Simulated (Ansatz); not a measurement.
# AlH₃O₂S: one species, many methods

An exercise on one series of results from a longer session: the logs are not shown, and one member is left open.

Computed with Ansatz 0.2.0, Gaussian basis. Level: functionals in def2-TZVPP, the program's frozen cores in correlated methods.

The runs, in order: LDA (SPW92), PBE-D4, revPBE-D4, BLYP-D4, r2SCAN-D4, B97M-V, PBE0-D4, B3LYP-D4, r2SCANh-D4, r2SCAN0-D4, HSE06-D4, BHLYP-D4, CAM-B3LYP-D4, LC-ωPBE, ωB97X-V, ωB97M-V, B2PLYP, PBE-QIDH; CCSD(T)/def2-SVP; CCSD(T)/def2-TZVPP; CCSD(T)/def2-QZVPP; extrapolation to the limit; RPA on PBE.

### The geometry

The geometry comes from an earlier relaxation with PBE0-D4 in a triple-zeta def2 set; it is a stationary point, not always the lowest conformer.

SMILES `[OH][Al]([OH])[SH]`, 7 atoms, charge 0, spin multiplicity 1.

Atoms are counted from 1 here; the program's logs count them from 0.

Bond lengths: O1–Al2 1.690 Å, O1–H5 0.955 Å, Al2–O3 1.687 Å, Al2–S4 2.166 Å, O3–H6 0.954 Å, S4–H7 1.345 Å. Angles: Al2–O1–H5 125.7°, O1–Al2–O3 125.9°, O1–Al2–S4 117.5°, O3–Al2–S4 116.5°, Al2–O3–H6 126.3°, Al2–S4–H7 91.4°.

The first run:

Contents of in.yaml:

```yaml
crystal:
  periodic: [false, false, false]
  atoms:
    - {symbol: O, position_ang: [-1.120832, 0.953072, -0.090142]}
    - {symbol: Al, position_ang: [0.168015, -0.134983, 0.014328]}
    - {symbol: O, position_ang: [1.450811, -0.047109, 1.106351]}
    - {symbol: S, position_ang: [0.189534, -1.798766, -1.372873]}
    - {symbol: H, position_ang: [-1.246033, 1.723663, 0.459251]}
    - {symbol: H, position_ang: [1.579407, 0.622108, 1.774236]}
    - {symbol: H, position_ang: [-0.959500, -1.385985, -1.936851]}
basis:
  gaussian: {orbitals: def2-TZVPP}
hamiltonian: {xc: lda}
output: {orbitals: {seedname: orbitals}}
```

Run with:

```console
$ ansatz run in.yaml --threads 2 --pin off --events-out ev --progress --plain --max-ram 32768MiB --backend cpu
```

Among the steps run: LDA; PBE-D4 (GGA); revPBE-D4 (GGA); BLYP-D4 (GGA); r2SCAN-D4 (meta-GGA); B97M-V (meta-GGA); PBE0-D4 (hybrid); B3LYP-D4 (hybrid); r2SCANh-D4 (hybrid); r2SCAN0-D4 (hybrid); HSE06-D4 (hybrid); BHLYP-D4 (hybrid); CAM-B3LYP-D4 (range-separated); LC-ωPBE (range-separated); ωB97X-V (range-separated); ωB97M-V (range-separated); B2PLYP (double hybrid); PBE-QIDH (double hybrid).

One of the session's tables, all rows but one given; the rest of the session is left out.

It belongs to the step «Frontier levels by functional». 

| functional | HOMO (eV) | gap (eV) |
| --- | --- | --- |
| LDA (SPW92) | -6.47 | 4.87 |
| PBE-D4 | -6.35 | 4.97 |
| revPBE-D4 | -6.29 | 5.04 |
| BLYP-D4 | -6.16 | 4.80 |
| r2SCAN-D4 | -6.63 | 5.76 |
| B97M-V | -6.68 | 5.53 |
| PBE0-D4 | -7.58 | 7.04 |
| B3LYP-D4 | -7.31 | 6.45 |
| r2SCANh-D4 | -7.08 | 6.47 |
| r2SCAN0-D4 | -7.76 | 7.53 |
| HSE06-D4 | -7.18 | 6.27 |
| BHLYP-D4 | -8.63 | 8.78 |
| CAM-B3LYP-D4 | -8.88 | 9.16 |
| LC-ωPBE | -10.32 | 11.89 |
| ωB97X-V | -9.94 | 11.30 |
| ωB97M-V | ? | ? |

**Question.** Estimate the row for ωB97M-V.

As computed: HOMO (eV): -9.77; gap (eV): 10.78. In the column «HOMO (eV)» it lies between ωB97X-V (-9.94) and CAM-B3LYP-D4 (-8.88).
